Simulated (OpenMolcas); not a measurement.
# Rh: CASSCF and CASPT2 terms and fine-structure levels, part 2 of 2

Wanted: the level scheme of Rh from active-space wave functions, then second-order correlation.

OpenMolcas 26.06; ANO-RCC-VQZP, DKH2, active space 9 electrons in 11 orbitals (4d 5s 5d), orbitals: ground spin, each parity. The steps go on from the part before.

## (7) CASPT2: IPEA 0.25, imaginary shift 0.1 (closed shells correlated: 4s 4p)

a.inp

```
>>> COPY JOB001 $Project.JobIph
&CASPT2
Multistate=17 1 2 3 4 5 6 7 8 9 10 11 12 13 14 15 16 17
Frozen=8 6
IPEA=0.25
Imaginary=0.1
MaxIter=60
WThr=0.0 0.3 0.05
PrWF=0.5
NoMix
>>> COPY JOB002 $Project.JobIph
&CASPT2
Multistate=29 1 2 3 4 5 6 7 8 9 10 11 12 13 14 15 16 17 18 19 20 21 22
23 24 25 26 27 28 29
Frozen=8 6
IPEA=0.25
Imaginary=0.1
MaxIter=60
WThr=0.0 0.3 0.05
PrWF=0.5
NoMix
```

The program printed:

```text
Orbital specifications:
      -----------------------

      Symmetry species                           1   2
                                                ag  au
      Frozen orbitals                            8   6
      Inactive orbitals                          1   3
      Active orbitals                           11   0
      Secondary orbitals                        31  44
      Deleted orbitals                           0   0
      Number of basis functions                 51  53
Type of calculation                        MS-CASPT2
      Fock operator                              state-specific
      IPEA shift                                 0.25
      Real shift                                 0.00
      Imaginary shift                            0.10
      The input orbitals will be transformed to quasi-canonical
Reference energy:       -4780.5151904543
      E2 (Non-variational):      -0.5786188478
      Shift correction:          -0.0003702026
      E2 (Variational):          -0.5789890504
      Total energy:           -4781.0941795047
      Residual norm:              0.0000005677
      Reference weight:           0.90313
      Contributions to the CASPT2 correlation energy
      Active & Virtual Only:         -0.2180068412
      One Inactive Excited:          -0.2526438647
      Two Inactive Excited:          -0.1079681418
Reference energy:       -4780.5151904542
      E2 (Non-variational):      -0.5789285677
      Shift correction:          -0.0003684026
      E2 (Variational):          -0.5792969702
      Total energy:           -4781.0944874244
      Residual norm:              0.0000005383
      Reference weight:           0.90300
      Contributions to the CASPT2 correlation energy
      Active & Virtual Only:         -0.2182219811
      One Inactive Excited:          -0.2527209783
      Two Inactive Excited:          -0.1079856083
::    CASPT2 Root  1     Total energy:  -4781.09417950
::    CASPT2 Root  2     Total energy:  -4781.09448742
::    CASPT2 Root  3     Total energy:  -4781.09240523
::    CASPT2 Root  4     Total energy:  -4781.09450312
::    CASPT2 Root  5     Total energy:  -4781.09400912
::    CASPT2 Root  6     Total energy:  -4781.09475786
::    CASPT2 Root  7     Total energy:  -4781.09446941
::    CASPT2 Root  8     Total energy:  -4781.05411184
::    CASPT2 Root  9     Total energy:  -4781.05418442
::    CASPT2 Root 10     Total energy:  -4781.05419015
::    CASPT2 Root 11     Total energy:  -4781.03176286
::    CASPT2 Root 12     Total energy:  -4781.03251412
::    CASPT2 Root 13     Total energy:  -4781.03312553
::    CASPT2 Root 14     Total energy:  -4781.03259533
::    CASPT2 Root 15     Total energy:  -4781.03370420
::    CASPT2 Root 16     Total energy:  -4781.03411473
::    CASPT2 Root 17     Total energy:  -4781.03267095
::    MS-CASPT2 Root  1     Total energy:  -4781.09657005
::    MS-CASPT2 Root  2     Total energy:  -4781.09598719
::    MS-CASPT2 Root  3     Total energy:  -4781.09519435
::    MS-CASPT2 Root  4     Total energy:  -4781.09421439
::    MS-CASPT2 Root  5     Total energy:  -4781.09345693
::    MS-CASPT2 Root  6     Total energy:  -4781.09274801
::    MS-CASPT2 Root  7     Total energy:  -4781.09121260
::    MS-CASPT2 Root  8     Total energy:  -4781.05407849
::    MS-CASPT2 Root  9     Total energy:  -4781.05399292
::    MS-CASPT2 Root 10     Total energy:  -4781.05385052
::    MS-CASPT2 Root 11     Total energy:  -4781.03660143
::    MS-CASPT2 Root 12     Total energy:  -4781.03489033
::    MS-CASPT2 Root 13     Total energy:  -4781.03285428
Orbital specifications:
      -----------------------

      Symmetry species                           1   2
                                                ag  au
      Frozen orbitals                            8   6
      Inactive orbitals                          1   3
      Active orbitals                           11   0
      Secondary orbitals                        31  44
      Deleted orbitals                           0   0
      Number of basis functions                 51  53
Type of calculation                        MS-CASPT2
      Fock operator                              state-specific
      IPEA shift                                 0.25
      Real shift                                 0.00
      Imaginary shift                            0.10
      The input orbitals will be transformed to quasi-canonical
Reference energy:       -4780.4849165593
      E2 (Non-variational):      -0.5890626094
      Shift correction:          -0.0011254765
      E2 (Variational):          -0.5901880859
      Total energy:           -4781.0751046452
      Residual norm:              0.0000005410
      Reference weight:           0.89104
      Contributions to the CASPT2 correlation energy
      Active & Virtual Only:         -0.2295772257
      One Inactive Excited:          -0.2516822461
      Two Inactive Excited:          -0.1078031377
Reference energy:       -4780.4849165591
      E2 (Non-variational):      -0.5893244334
      Shift correction:          -0.0010581620
      E2 (Variational):          -0.5903825953
      Total energy:           -4781.0752991545
      Residual norm:              0.0000005112
      Reference weight:           0.89123
      Contributions to the CASPT2 correlation energy
      Active & Virtual Only:         -0.2297214672
      One Inactive Excited:          -0.2517776844
      Two Inactive Excited:          -0.1078252818
::    CASPT2 Root  1     Total energy:  -4781.07510465
::    CASPT2 Root  2     Total energy:  -4781.07529915
::    CASPT2 Root  3     Total energy:  -4781.07382405
::    CASPT2 Root  4     Total energy:  -4781.07532472
::    CASPT2 Root  5     Total energy:  -4781.07507409
::    CASPT2 Root  6     Total energy:  -4781.07523744
::    CASPT2 Root  7     Total energy:  -4781.07525797
::    CASPT2 Root  8     Total energy:  -4781.07558192
::    CASPT2 Root  9     Total energy:  -4781.07540565
::    CASPT2 Root 10     Total energy:  -4781.07541259
::    CASPT2 Root 11     Total energy:  -4781.07541556
::    CASPT2 Root 12     Total energy:  -4781.07555552
::    CASPT2 Root 13     Total energy:  -4781.04667094
::    CASPT2 Root 14     Total energy:  -4781.04647336
::    CASPT2 Root 15     Total energy:  -4781.04650055
::    CASPT2 Root 16     Total energy:  -4781.04648959
::    CASPT2 Root 17     Total energy:  -4781.04667865
::    CASPT2 Root 18     Total energy:  -4781.04144007
::    CASPT2 Root 19     Total energy:  -4781.04146481
::    CASPT2 Root 20     Total energy:  -4781.04144789
::    CASPT2 Root 21     Total energy:  -4781.02739420
::    CASPT2 Root 22     Total energy:  -4781.02726957
::    CASPT2 Root 23     Total energy:  -4781.02883287
::    CASPT2 Root 24     Total energy:  -4781.02955197
::    CASPT2 Root 25     Total energy:  -4781.02834887
::    CASPT2 Root 26     Total energy:  -4781.02967495
::    CASPT2 Root 27     Total energy:  -4781.02926917
::    CASPT2 Root 28     Total energy:  -4781.02727134
::    CASPT2 Root 29     Total energy:  -4781.02727752
::    MS-CASPT2 Root  1     Total energy:  -4781.08233574
```

This run took 2.7 h in all on 1 thread of Intel Xeon 6975P-C (Granite Rapids), shared host.

SS-CASPT2: lowest energy less the reference's lowest, -0.5789 hartree; reference weights 0.883 to 0.904. These are the single-state energies of the run (the lines without MS-).

Fine-structure levels, from the RASSI matrix with the averaged CASPT2 term energies on its diagonal:

```
Configuration  Term    J  E (cm⁻¹)      g  Leading %  Second
       4d⁸ 5s    ⁴F  9/2       0.0  1.333        100        
       4d⁸ 5s    ⁴F  7/2      1469  1.230         92    8 ²F
       4d⁸ 5s    ⁴F  5/2      2720  1.041         91    7 ²D
       4d⁸ 5s    ⁴F  3/2      3350  0.464         84   12 ²D
          4d⁹    ²D  5/2      4830  1.163         79   12 ²F
       4d⁸ 5s    ²F  7/2      5080  1.150         92    8 ⁴F
          4d⁹    ²D  3/2      6960  0.774         81   14 ⁴F
       4d⁸ 5s    ²F  5/2      7520  0.921         80   10 ²D
       4d⁸ 5s    ⁴P  5/2      9520  1.503         78   17 ²D
       4d⁸ 5s    ⁴P  3/2     10780  1.612         84    7 ²D
       4d⁸ 5s    ⁴P  1/2     11480  2.653         99        
       4d⁸ 5s    ²P  3/2     12270  1.151         42   41 ²D
       4d⁸ 5s    ²D  5/2     12830  1.259         75   18 ⁴P
      4d⁷ 5s²    ⁴F  9/2     13310  1.329         98    2 ²G
       4d⁸ 5s    ²P  1/2     14120  0.683         99        
       4d⁸ 5s    ²P  3/2     14120  1.064         50   49 ²D
      4d⁷ 5s²    ⁴F  7/2     15150  1.227         97    3 ²G
       4d⁸ 5s    ²G  9/2     16290  1.118         97    2 ⁴F
       4d⁸ 5s    ²G  7/2     16410  0.902         96    3 ⁴F
      4d⁷ 5s²    ⁴F  5/2     16610  1.029        100        
      4d⁷ 5s²    ⁴F  3/2     17630  0.400        100
```

## (8) The methods side by side

A. CASSCF
B. SS-CASPT2, IPEA 0.25, imaginary shift 0.1 (closed shells correlated: 4s 4p)

Energies in cm⁻¹ above each method's lowest level; measured values from NIST Handbook of Basic Atomic Spectroscopic Data.

```
         level      A      B  measured
 4d⁸ 5s ⁴F_9/2    0.0    0.0       0.0
 4d⁸ 5s ⁴F_7/2   1575   1469      1530
 4d⁸ 5s ⁴F_5/2   2855   2720      2598
 4d⁸ 5s ⁴F_3/2   3651   3350      3473
 4d⁸ 5s ²F_7/2   7410   5080      5691
    4d⁹ ²D_5/2   7953   4830      3310
    4d⁹ ²D_3/2  10070   6960      5658
 4d⁸ 5s ²F_5/2  10146   7520      7791
 4d⁸ 5s ⁴P_5/2  12662   9520          
 4d⁸ 5s ⁴P_3/2  13768  10780          
 4d⁸ 5s ⁴P_1/2  14360  11480          
4d⁷ 5s² ⁴F_9/2  15789  13310          
 4d⁸ 5s ²D_5/2  17508  12830          
4d⁷ 5s² ⁴F_7/2  17636  15150          
 4d⁸ 5s ²P_1/2  18591  14120          
4d⁷ 5s² ⁴F_5/2  19085  16610          
 4d⁸ 5s ²G_9/2  19428  16290          
 4d⁸ 5s ²G_7/2  19549  16410          
4d⁷ 5s² ⁴F_3/2  20108  17630
```

Mean absolute deviation from the 7 measured excited levels that all methods hold: A 1900 cm⁻¹, B 570 cm⁻¹.

## (9) What came out

This closing draws on all 2 parts.

| quantity | value |
| --- | --- |
| method | SS-CASPT2, IPEA 0.25, imaginary shift 0.1 (closed shells correlated: 4s 4p) |
| lowest level | 4d⁸ 5s ⁴F_9/2, 100 % of that term, g = 1.333 |
| ground level listed by NIST | 4F9/2 |
| first excited level | 4d⁸ 5s ⁴F_7/2 at 1469 cm⁻¹ |
| lowest level of another term | 4d⁹ ²D_5/2 at 4830 cm⁻¹ |
| spin-orbit lowering of the lowest level | 1764 cm⁻¹ |
| strongest of the lines computed, by gA (one parity, so forbidden lines), at CASSCF energies | 4d⁸ 5s ²G_9/2 → 4d⁸ 5s ⁴F_9/2, 514.7 nm, A = 7.86e-01 s⁻¹ |

What each method costs and misses:

```
                                              method  time of its own steps  time with the reference  mean absolute difference from the measured levels (cm-1)
                                           A. CASSCF                6.6 min                  6.6 min                                                      1900
B. SS-CASPT2, IPEA 0.25, imaginary shift 0.1, +4s 4p                  2.7 h                    2.8 h                                                       570
```

Times are of one thread on a shared host.

In words: The multiplet ⁴F is inverted; its intervals divided by the larger J differ by 34 % of their mean, where Landé's rule for pure LS coupling makes them equal. Second-order correlation (method B) scales the levels of the lowest configuration above 5000 cm⁻¹ by 0.69 to 0.84. Method B lies closest to the measured levels (570 cm⁻¹ on average) and A farthest (1900). Only the configurations of the active space and the roots asked for are present. The doublets rest on orbitals optimised for another spin in at least one step, which raises them against the optimised states. Not all states of the active space went into the spin-orbit step. CASPT2 does not keep the components of a term degenerate, and the means are used. The levels of the extra active shells were not computed. Levels of other configurations are missing from the list.
